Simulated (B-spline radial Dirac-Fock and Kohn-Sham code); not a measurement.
# An X-ray data sheet for Hg⁴⁺, step by step

What does theory give for Hg⁴⁺? The session works out how cheaper methods do for the levels.

Method: a free atom or ion on a radial basis; each step names its model; computed with B-spline radial Dirac-Fock and Kohn-Sham code, version 2.

## 1. The atom as given

The Hg⁴⁺ ion in the configuration [Xe] 4f14 5d8.

```
nuclear charge     : 80
electrons          : 76
mass number        : 202
nuclear rms radius : 5.4648 fm
```

Outer shells as boxes (Hund's rule, for the drawing alone; heavy ions are jj-coupled, and the calculation averages over the configuration):

```
[Xe] core
4f [↑↓][↑↓][↑↓][↑↓][↑↓][↑↓][↑↓]
5d [↑↓][↑↓][↑↓][↑ ][↑ ]
```

## 2. The levels by Dirac LDA

Model: Dirac-Kohn-Sham LDA (Slater exchange, VWN correlation), finite nucleus, spherical and without spin polarisation.

The run's settings:

```ini
task = binding-ladder
Z = 80
charge = 4
configuration = 1s2 2s2 2p6 3s2 3p6 3d10 4s2 4p6 4d10 4f14 5s2 5p6 5d8
mass_number = 202
rms_radius = 5.4648  # fm
method = lda,vwn
relativity = dirac
```

The program writes no log. Results of the run, from its result record (rounded, main fields):

```text
status: converged
shells: ["K", "L1", "L2", "L3", "M1", "M2", "M3", "M4", "M5", "N1", "N2", "N3", "N4", "N5", "N6", "N7", "O1", "O2", "O3", "O4,5"]
minus_eigenvalue [eV]: [82981.7, 14740.1, 14153.8, 12208.3, 3536.31, 3270.41, 2839.58, 2395.77, 2303.36, 816.667, 702.472, 598.172, 410.643, 391.19, 149.528, 145.324, 168.638, 130.487, 111.587, 57.4769]
delta_scf [eV]: [83602.9, 14856.8, 14304.5, 12334.3, 3571.87, 3308.68, 2873.88, 2436.87, 2343.02, 833.884, 719.634, 614.436, 426.703, 406.989, 164.866, 160.527, 178.671, 140.094, 120.665, 65.22]
total_energy [Ha]: -19642.3453
dirac_fock_binding [eV]: [83159.4, 14911.6, 14270.9, 12345.4, 3631.38, 3345.95, 2914.77, "-", "-", 870.326, 747.665, 642.989, "-", "-", 163.041, 159.012, 185.786, 143.132, 124.461, 63.4735]
```

Beside the Dirac-Fock ΔSCF result with Breit and QED, in eV:

| level | -ε | miss | ΔSCF | miss | Dirac-Fock |
| --- | --- | --- | --- | --- | --- |
| K | 82981.7 | -177.7 | 83602.9 | +443.5 | 83159.4 |
| L1 | 14740.1 | -171.6 | 14856.8 | -54.8 | 14911.6 |
| L2 | 14153.8 | -117.2 | 14304.5 | +33.6 | 14270.9 |
| L3 | 12208.3 | -137.1 | 12334.3 | -11.1 | 12345.4 |
| M1 | 3536.3 | -95.1 | 3571.9 | -59.5 | 3631.4 |
| M2 | 3270.4 | -75.5 | 3308.7 | -37.3 | 3346.0 |
| M3 | 2839.6 | -75.2 | 2873.9 | -40.9 | 2914.8 |
| N1 | 816.7 | -53.7 | 833.9 | -36.4 | 870.3 |
| N2 | 702.5 | -45.2 | 719.6 | -28.0 | 747.7 |
| N3 | 598.2 | -44.8 | 614.4 | -28.6 | 643.0 |
| N6 | 149.5 | -13.5 | 164.9 | +1.8 | 163.0 |
| N7 | 145.3 | -13.7 | 160.5 | +1.5 | 159.0 |
| O1 | 168.6 | -17.1 | 178.7 | -7.1 | 185.8 |
| O2 | 130.5 | -12.6 | 140.1 | -3.0 | 143.1 |
| O3 | 111.6 | -12.9 | 120.7 | -3.8 | 124.5 |
| O4,5 | 57.48 | -6.0 | 65.22 | +1.7 | 63.47 |

## 3. The levels by non-relativistic HF

Model: non-relativistic Hartree-Fock, average of configuration, point nucleus.

Recorded inputs:

```ini
task = binding-ladder
method = hf
relativity = nr
```

The program writes no log. Results of the run, from its result record (rounded, main fields):

```text
status: converged
shells: ["1s", "2s", "2p", "3s", "3p", "3d", "4s", "4p", "4d", "4f", "5s", "5p", "5d"]
minus_eigenvalue [eV]: [75662.1, 12859.8, 12354.9, 3128.83, 2889.52, 2448.84, 745.945, 640.555, 447.579, 186.438, 162.106, 125.187, 66.3188]
delta_scf [eV]: [75581.8, 12810.2, 12301.6, 3101.65, 2861.35, "-", 735.471, 630.192, "-", 176.294, 159.962, 123.361, 65.1602]
total_energy [Ha]: -18405.0978
```

Blank entries are hole states that did not converge, or in which two open shells of one symmetry are about equally filled, where the average of configuration falls too low.

## 4. Cost and miss of the cheaper method

| method | level | eigenvalue miss (%) | ΔSCF miss (%) | time |
| --- | --- | --- | --- | --- |
| Dirac LDA | K | -0.21 | +0.53 | 11 s |

Times cover the ground state and all hole states of a step, on one thread of a shared host; states solved in an earlier step are reused, and a first call can include compiling.

## 5. Outcome

```
                               quantity                 value
        Dirac LDA, K: eigenvalue / ΔSCF  82981.7 / 83602.9 eV
non-relativistic HF: deepest eigenvalue           -75662.1 eV
```

Dirac LDA misses the K level by -0.2 % with its eigenvalue and by +0.5 % with ΔSCF. Breit and QED terms, which only the reference holds, shift this level by tenths of a per cent, so the eigenvalue's nearness can be cancellation. The Hartree-Fock and Dirac-Fock values hold no electron correlation.
